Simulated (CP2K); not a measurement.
## ScSi2 under changes of volume

One of the cells (14.965 Å³/atom); the others are scaled copies at fixed shape and fractional positions:

```
Sc Si
1.0
     3.66000    0.00000    0.00000
    -1.83000    3.16965    0.00000
     0.00000    0.00000    3.87000
Sc Si
1 2
Direct
  0.00000 0.00000 0.00000
  0.66667 0.33333 0.50000
  0.33333 0.66667 0.50000
```

* Program: CP2K 2026.2
* Functional: PBE
* Potentials or basis: POTENTIAL_UZH Sc GTH-PBE-q11, Si GTH-PBE-q4; TZVP-MOLOPT-PBE-GTH basis
* Density cutoff: 6123 eV
* k mesh: 8 × 8 × 7
* Occupations: fermi-dirac, width 0.05 eV
* Spin: no spin polarisation

```csv
volume (Å³/atom),energy over the lowest point (meV/atom),pressure (GPa)
14.067,278.28,37.6
14.367,?,?
14.666,155.49,28.3
14.965,106.36,24.3
15.265,64.47,20.6
15.564,29.21,17.2
15.863,0.00,14.1
```

**Question.** What does the run at 14.367 Å³/atom give?

**Answer.** Energy over the lowest point 212.52 meV/atom; pressure 32.7 GPa.

Worked out: A Birch-Murnaghan fit of order 3 (a polynomial in V^(-2/3)) to the other rows has no minimum within the range. It gives 212.42 meV/atom at 14.367 Å³/atom, against the run's 212.52, and -dE/dV = 32.8 GPa, against 32.7.

Energies are extrapolated to zero smearing.

Caveats: the basis of atomic orbitals isn't converged, which shifts pressures, moduli and gaps.
